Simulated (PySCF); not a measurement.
# C7H8S: the cost of one run

Programs: PySCF 2.14.0, with routines of our own; each step states its level. All values are computed. Atoms count from 0.

## (1) The system as given

16 atoms, charge 0, multiplicity 1; geometry from: GFN2-xTB.

## (2) Optimising the geometry at PBE0/def2-SV(P)

What the job is given:

```
{"job": {"xc": "PBE0", "basis": "def2-SV(P)", "grid": 1, "kind": "geom"}, "charge": 0, "multiplicity": 1}
C     -2.792895    -0.851650    -0.459852
S     -1.986547     0.761052    -0.672708
C     -0.308985     0.473100    -0.193526
C      0.182154    -0.755981     0.221570
C      1.516176    -0.876839     0.573206
C      2.363808     0.214447     0.515540
C      1.870495     1.441704     0.099543
C      0.543076     1.573423    -0.252821
H     -3.829437    -0.698843    -0.744127
H     -2.336199    -1.586825    -1.116020
H     -2.737684    -1.161055     0.579825
H     -0.457563    -1.622418     0.276589
H      1.890742    -1.837406     0.895835
H      3.402595     0.111480     0.790665
H      2.524063     2.299918     0.051394
H      0.148600     2.524837    -0.576526
```

Command:

```console
$ OMP_NUM_THREADS=1 python excited_run.py task.json out
```

One launch serves the whole session: the jobs run in the order shown.

Q: Estimate the wall time and peak memory of this first job on 1 thread of Arm Neoverse N1, shared host.

About 47 s, with a peak of 0.61 GiB.
